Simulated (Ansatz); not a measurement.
# FeB4: the cost of one run

Method: DFT r2SCAN, scalar-relativistic, plane waves, PAW, in Ansatz 0.2.0.

### Step 1. The starting structure

Symmetry: Pnnm, No. 58, orthorhombic system. The conventional cell has a = 4.579 Å, b = 5.298 Å, c = 2.999 Å, α = 90.00°, β = 90.00°, γ = 90.00°. Around Fe (site symmetry 2/m) lie 12 B at 2.01 to 2.27 Å. B (site symmetry m) has 4 B at 1.71 to 1.89 Å and 3 Fe at 2.01 to 2.14 Å as nearest neighbours. Around B (site symmetry m) lie 5 B at 1.71 to 1.98 Å and 3 Fe at 2.11 to 2.27 Å.

Coordinates:

```xyz
10
Lattice="4.5786 0.0000 0.0000 0.0000 5.2981 0.0000 0.0000 0.0000 2.9991" Properties=species:S:1:pos:R:3 pbc="T T T"
Fe    0.0000    0.0000    0.0000
Fe    2.2893    2.6490    1.4995
B     1.1387    1.6546    0.0000
B     3.4399    3.6435    0.0000
B     3.4280    0.9945    1.4995
B     1.1506    4.3036    1.4995
B     1.5618    0.6692    1.4995
B     3.0168    4.6289    1.4995
B     3.8511    1.9799    0.0000
B     0.7275    3.3182    0.0000
```

Source of the structure: the Crystallography Open Database.

(A quick probe on a coarse mesh, which set the mesh and smearing, is not shown.)

### Step 3. Full relaxation

input.yaml reads:

```yaml
crystal:
  lattice:
    - [4.5786, 0.0, 0.0]
    - [0.0, 5.2981, 0.0]
    - [0.0, 0.0, 2.9991]
  atoms:
    - { symbol: Fe, position: [0.0, 0.0, 0.0] }
    - { symbol: Fe, position: [0.5, 0.5, 0.5] }
    - { symbol: B, position: [0.2487, 0.3123, 0.0] }
    - { symbol: B, position: [0.7513, 0.6877, 0.0] }
    - { symbol: B, position: [0.7487, 0.1877, 0.5] }
    - { symbol: B, position: [0.2513, 0.8123, 0.5] }
    - { symbol: B, position: [0.3411, 0.1263, 0.5] }
    - { symbol: B, position: [0.6589, 0.8737, 0.5] }
    - { symbol: B, position: [0.8411, 0.3737, 0.0] }
    - { symbol: B, position: [0.1589, 0.6263, 0.0] }
basis:
  ecutwfc: 500
kpoints:
  mp_grid: { grid: [8, 8, 12] }
hamiltonian:
  xc: r2scan
scf:
  occupations: { method: gaussian, width: 0.1 }
output:
  forces: true
  stress: true
  eigenvalues: true
  write_density: true
  write_potential: true
  elf: true
  volumetric_format: npy
relax:
  adjacent_minimum: "off"
  f_tol: 0.005
  max_steps: 80
  cell: { stress_tol: 0.05 }
```

Command:

```console
ansatz run input.yaml --threads 4 --pin off --max-ram 10240MiB --backend cpu --events-out ev --progress --plain --runs-dir out
```

**Question.** How long does this run take on 4 threads of Intel Xeon 6975P-C (Granite Rapids), shared host, and how much memory does it need?

About 57 s, with a peak of 0.96 GiB.
